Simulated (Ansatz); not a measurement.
**O: stress in a strained cell**

O is deformed so: equal xx and yy strain of +2 %. What stress and forces result, by LAPW, PAW and all-electron datasets made for the crystal?

Method: DFT PBEsol, scalar-relativistic, in Ansatz 0.2.0.

2 further runs of the same task are left out: 2 set aside as unsound or not needed.

## Step 1: Starting point

The structure is trigonal, space group R-3m (No. 166). Conventional cell: a = 2.847 Å, b = 2.847 Å, c = 10.225 Å, α = 90.00°, β = 90.00°, γ = 120.00°. O (site symmetry 3m) has 1 O at 1.18 Å as nearest neighbours.

Structure file:

```cif
data_structure
_symmetry_space_group_name_H-M 'P 1'
_symmetry_Int_Tables_number 1
_cell_length_a 3.7839
_cell_length_b 3.7839
_cell_length_c 3.7839
_cell_angle_alpha 44.192
_cell_angle_beta 44.192
_cell_angle_gamma 44.192
_cell_volume 23.92
loop_
_atom_site_label
_atom_site_type_symbol
_atom_site_fract_x
_atom_site_fract_y
_atom_site_fract_z
_atom_site_occupancy
O1 O 0.05770 0.05770 0.05770 1
O2 O 0.94230 0.94230 0.94230 1
```

Atoms are numbered in the order of the input: O1, O2.

## Step 2: The deformed structure

Space group R-3m before, R-3m after.

## Step 3: Full-potential LAPW

input.yaml reads:

```yaml
crystal:
  lattice:
    - [1.4518160025, 0.8382063598, 3.4083]
    - [-1.4518160025, 0.8382063598, 3.4083]
    - [0.0, -1.6764127197, 3.4083]
  atoms:
    - { symbol: O, position: [0.0577, 0.0577, 0.0577] }
    - { symbol: O, position: [0.9423, 0.9423, 0.9423] }
kpoints:
  mp_grid: { grid: [10, 10, 10] }
  band_path:
    path:
      - [0.0, 0.0, 0.0]
      - [0.5, 0.5, 0.5]
      - [0.7930119879, 0.2069880121, 0.5]
      - [0.5, -0.2069880121, 0.2069880121]
      - [0.5, 0.0, 0.0]
      - [0.0, 0.0, 0.0]
      - [0.3534940061, -0.3534940061, 0.0]
      - [0.6465059939, 0.0, 0.3534940061]
      - [0.5, 0.0, 0.5]
    npoints: 5
scf:
  occupations: { method: fermi_dirac, width: 0.02 }
hamiltonian:
  xc: pbesol
  pseudopotentials: { kind: all_electron, lapw: { basis_error: 0.0005 } }
output:
  forces: true
  stress: true
  eigenvalues: true
```

On the command line:

```
$ ansatz run input.yaml --threads 1 --pin off --max-ram 3072MiB --backend cpu --events-out ev --progress --plain --runs-dir out
```

## Step 4: PAW with frozen cores

input.yaml reads:

```yaml
crystal:
  lattice:
    - [1.4518160025, 0.8382063598, 3.4083]
    - [-1.4518160025, 0.8382063598, 3.4083]
    - [0.0, -1.6764127197, 3.4083]
  atoms:
    - { symbol: O, position: [0.0577, 0.0577, 0.0577] }
    - { symbol: O, position: [0.9423, 0.9423, 0.9423] }
kpoints:
  mp_grid: { grid: [10, 10, 10] }
scf:
  occupations: { method: fermi_dirac, width: 0.02 }
hamiltonian:
  xc: pbesol
  pseudopotentials: { kind: paw }
output:
  forces: true
  stress: true
  eigenvalues: true
  efg: { contact_densities: true }
  write_density: true
  write_potential: true
  elf: true
  volumetric_format: npy
```

## Step 5: Datasets made for this crystal

input.yaml, as its differences from that of step 4:

```diff
@@ -14,3 +14,3 @@
   xc: pbesol
-  pseudopotentials: { kind: paw }
+  pseudopotentials: { kind: all_electron, datasets: crystal }
 output:
@@ -20,5 +20 @@
   efg: { contact_densities: true }
-  write_density: true
-  write_potential: true
-  elf: true
-  volumetric_format: npy
```

(Steps that only read results are left out.)

Before running it: what results should come out? Wanted: pressure; largest shear or deviatoric stress.

The runs gave:

| quantity | value |
| --- | --- |
| pressure | LAPW 1.66, PAW 1.33, crystal datasets 1.66 GPa |
| largest shear or deviatoric stress (LAPW) | 19.70 GPa |

In words: Against the undeformed cell the largest change of stress is -1.27 GPa, in the zz component, with the atoms carried along and not relaxed. PAW: stress within 1.11 GPa of LAPW, forces within 154 meV/Å. Crystal datasets: stress within 0.01 GPa of LAPW, forces within 1 meV/Å. Solid oxygen carries moments on its molecules; these runs leave spin out.
